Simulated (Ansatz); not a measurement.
# H2C18O: the cost of one run

Program: Ansatz 0.2.0. Level of theory: DFT PBE+D3(BJ), plane waves, PAW, scalar-relativistic, no spin polarisation. These are calculated values, not measurements.

**1. Starting point**

The cell holds 21 atoms (C18H2O): a = 7.398 Å, b = 7.398 Å, c = 13.000 Å, α = 90.00°, β = 90.00°, γ = 120.00°.

Its coordinates follow in the input file.

**2. Relaxing end A**

Input file input.yaml:

```yaml
crystal:
  lattice:
    - [7.398, 0.0, 0.0]
    - [-3.699, 6.406856, 0.0]
    - [0.0, 0.0, 13.0]
  atoms:
    - { symbol: C, position: [0.0, 0.0, 0.0769231] }
    - { symbol: C, position: [0.2222222, 0.1111111, 0.0769231] }
    - { symbol: C, position: [0.0, 0.3333333, 0.0769231] }
    - { symbol: C, position: [0.2222222, 0.4444444, 0.0769231] }
    - { symbol: C, position: [0.0, 0.6666667, 0.0769231] }
    - { symbol: C, position: [0.2222222, 0.7777778, 0.0769231] }
    - { symbol: C, position: [0.3333333, 0.0, 0.0769231] }
    - { symbol: C, position: [0.5555556, 0.1111111, 0.0769231] }
    - { symbol: C, position: [0.3333333, 0.3333333, 0.0769231] }
    - { symbol: C, position: [0.5555556, 0.4444444, 0.0769231] }
    - { symbol: C, position: [0.3333333, 0.6666667, 0.0769231] }
    - { symbol: C, position: [0.5555556, 0.7777778, 0.0769231] }
    - { symbol: C, position: [0.6666667, 0.0, 0.0769231] }
    - { symbol: C, position: [0.8888889, 0.1111111, 0.0769231] }
    - { symbol: C, position: [0.6666667, 0.3333333, 0.0769231] }
    - { symbol: C, position: [0.8888889, 0.4444444, 0.0769231] }
    - { symbol: C, position: [0.6666667, 0.6666667, 0.0769231] }
    - { symbol: C, position: [0.8888889, 0.7777778, 0.0769231] }
    - { symbol: O, position: [0.2398143, 0.9382215, 0.1776923] }
    - { symbol: H, position: [0.1516984, 0.9954421, 0.1930769] }
    - { symbol: H, position: [0.1562709, 0.7923056, 0.1930769] }
basis:
  ecutwfc: 420.0
kpoints:
  mp_grid: { grid: [2, 2, 1] }
hamiltonian:
  xc: pbe
  dispersion: d3bj
  pseudopotentials: { kind: paw, azcp: { folder: soft_1 } }
scf:
  occupations: { method: fermi_dirac, width: 0.05 }
  lower_state_search: "off"
relax:
  f_tol: 0.03
  max_steps: 60
  adjacent_minimum: "off"
output:
  write_density: true
  write_potential: true
  elf: true
  volumetric_format: npy
```

On the command line:

```sh
ansatz run input.yaml --threads 1 --pin off --max-ram 3072MiB --backend cpu --events-out ev --progress --plain --runs-dir out
```

Q: Estimate wall time and peak memory on 1 thread of Arm Neoverse V2, shared host.

About 3.5 min, with a peak of 0.71 GiB.
